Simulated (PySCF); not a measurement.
# C5H8BrNO: spin-spin couplings

What spin-spin couplings should C5H8BrNO (`NC[C@@H]1C=C(Br)OC1`) show?

Computed with PySCF 2.14.0, with density-fitted response routines of our own, on a single molecule in the gas phase. Atoms are numbered from 0 throughout.

## (1) The starting structure

16 atoms, charge 0, multiplicity 1; geometry from: GFN2-xTB.

Bonds of the start (Å): N0–C1 1.45, C1–C2 1.55, C2–C3 1.50, C3–C4 1.33, C4–Br5 1.87, C4–O6 1.35, O6–C7 1.43, C7–C2 1.55, N0–H8 1.01, N0–H9 1.01, C1–H10 1.09, C1–H11 1.09, C2–H12 1.10, C3–H13 1.07, C7–H14 1.09, C7–H15 1.10.

## (2) Indirect couplings: B3LYP/pcSseg-1+pcJ-1

Job settings and geometry (Å):

```
{"job": {"kind": "j", "xc": "B3LYP", "basis": "pcJ-1"}, "charge": 0, "multiplicity": 1}
N     -2.364689    -0.050669     0.624198
C     -1.221665    -0.705985     0.029930
C     -0.095098     0.243784    -0.438062
C      1.024030    -0.492172    -1.121928
C      2.131292    -0.307822    -0.415552
Br     3.849620    -0.975349    -0.725884
O      2.017617     0.479581     0.680061
C      0.656838     0.910241     0.738662
H     -2.095322     0.483277     1.443079
H     -2.796904     0.586538    -0.035956
H     -1.577780    -1.278809    -0.830046
H     -0.816875    -1.410333     0.761689
H     -0.535924     0.996641    -1.101897
H      0.914132    -1.077778    -2.010456
H      0.649687     2.002745     0.680908
H      0.253442     0.605054     1.709844
```

Level: B3LYP/pcJ-1 Br:pcSseg-1 indirect spin-spin coupling, non-relativistic, gas phase.

The run is started by

```sh
$ OMP_NUM_THREADS=1 python probes_run.py task.json out
```

The driver reads the jobs from task.json and runs them one after another.

What will the session give for the following? largest coupling of the table (B3LYP/pcSseg-1+pcJ-1). Wanted: largest coupling of the table.

The runs gave:

| quantity | value |
| --- | --- |
| largest coupling of the table (B3LYP/pcSseg-1+pcJ-1) | ¹J(C,H) C3–H13, 189.1 Hz |

What this shows: In the run at B3LYP/pcSseg-1+pcJ-1, the largest coupling of the table is C3–H13, 189.1 Hz, of which the Fermi-contact term gives 187.7 Hz. Couplings across rotatable bonds belong to this one conformer; where others are populated, the observed values are averages. Spin-orbit coupling is left out, which matters for shieldings and couplings at and beside the heavy atoms.
